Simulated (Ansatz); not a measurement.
# C3H4In radical: up Jacob's ladder to CCSD(T)

One table from this session's results is given with a row withheld; the runs are named, their logs left out.

Computed with Ansatz 0.2.0, Gaussian basis. Level: functionals in def2-TZVPP, the program's frozen cores in correlated methods.

Levels to be run: LDA (SPW92), PBE-D4, revPBE-D4, BLYP-D4, r2SCAN-D4, B97M-V, PBE0-D4, B3LYP-D4, r2SCANh-D4, r2SCAN0-D4, HSE06-D4, BHLYP-D4, CAM-B3LYP-D4, LC-ωPBE, ωB97X-V, ωB97M-V, B2PLYP, PBE-QIDH; CCSD(T)/def2-SVP; CCSD(T)/def2-TZVPP; MP2/def2-QZVPP; extrapolation to the limit; RPA on PBE.

## Structure used throughout

An earlier PBE0-D4 in a triple-zeta def2 set relaxation fixed the geometry. In takes the def2 core potential; no spin-orbit term is included.

SMILES `C#[C][In][CH3]`, 8 atoms, charge 0, spin multiplicity 2.

Atoms are counted from 1 here; the program's logs count them from 0.

Bond lengths: C1–C2 1.213 Å, C1–H5 1.067 Å, C2–In3 2.132 Å, In3–C4 2.188 Å, C4–H6 1.092 Å, C4–H7 1.092 Å, C4–H8 1.087 Å. Angles: C2–C1–H5 179.0°, C1–C2–In3 174.2°, C2–In3–C4 116.6°, In3–C4–H6 107.4°, In3–C4–H7 107.4°, In3–C4–H8 111.5°, H6–C4–H7 109.5°, H6–C4–H8 110.4°, H7–C4–H8 110.5°.

The first run:

The input, in.yaml:

```yaml
crystal:
  periodic: [false, false, false]
  atoms:
    - {symbol: C, position_ang: [2.840718, 0.138858, 0.555887]}
    - {symbol: C, position_ang: [1.689491, -0.242005, 0.527057]}
    - {symbol: In, position_ang: [-0.269594, -1.081285, 0.595882]}
    - {symbol: C, position_ang: [-1.848450, 0.028779, -0.434501]}
    - {symbol: H, position_ang: [3.848575, 0.487866, 0.571215]}
    - {symbol: H, position_ang: [-1.904193, 1.018030, 0.023831]}
    - {symbol: H, position_ang: [-1.549279, 0.128333, -1.479584]}
    - {symbol: H, position_ang: [-2.807269, -0.478576, -0.359767]}
basis:
  gaussian: {orbitals: def2-TZVPP}
magnetization: {spin_polarized: true, initial_magnetization: 1}
hamiltonian: {xc: lda}
output: {orbitals: {seedname: orbitals}}
```

Among the steps run: LDA; PBE-D4 (GGA); revPBE-D4 (GGA); BLYP-D4 (GGA); r2SCAN-D4 (meta-GGA); B97M-V (meta-GGA); PBE0-D4 (hybrid); B3LYP-D4 (hybrid); r2SCANh-D4 (hybrid); r2SCAN0-D4 (hybrid); HSE06-D4 (hybrid); BHLYP-D4 (hybrid); CAM-B3LYP-D4 (range-separated); LC-ωPBE (range-separated); ωB97X-V (range-separated); ωB97M-V (range-separated); B2PLYP (double hybrid); PBE-QIDH (double hybrid).

One of the session's tables, all rows but one given; the rest of the session is left out.

It belongs to the step «Orbital energies across the functionals». 

| functional | HOMO (eV) | LUMO (eV) | gap (eV) |
| --- | --- | --- | --- |
| LDA (SPW92) | -4.61 | -3.88 | 0.72 |
| PBE-D4 | -4.50 | -3.55 | 0.95 |
| revPBE-D4 | -4.46 | -3.43 | 1.03 |
| BLYP-D4 | -4.33 | -3.58 | 0.75 |
| r2SCAN-D4 | -4.83 | -3.21 | 1.62 |
| B97M-V | -4.53 | -3.73 | 0.81 |
| PBE0-D4 | -5.48 | -2.69 | 2.79 |
| B3LYP-D4 | -5.27 | -3.09 | 2.18 |
| r2SCANh-D4 | -5.19 | -2.91 | 2.28 |
| r2SCAN0-D4 | -5.73 | -2.48 | 3.25 |
| HSE06-D4 | -5.09 | -3.06 | 2.03 |
| BHLYP-D4 | ? | ? | ? |
| CAM-B3LYP-D4 | -6.66 | -1.90 | 4.76 |
| LC-ωPBE | -7.94 | -0.52 | 7.43 |
| ωB97X-V | -7.49 | -0.86 | 6.63 |
| ωB97M-V | -7.47 | -1.10 | 6.37 |

Estimate the missing values for BHLYP-D4.

Worked estimate for «HOMO (eV)». Against the share of exact exchange, BLYP-D4 (0, -4.33), B3LYP-D4 (0.2, -5.27) give a slope of -4.70 per unit share; at 0.5 the line stands at -6.68.

The run gave: HOMO (eV): -6.30; LUMO (eV): -1.99; gap (eV): 4.31. In «HOMO (eV)» the line misses by -0.38.
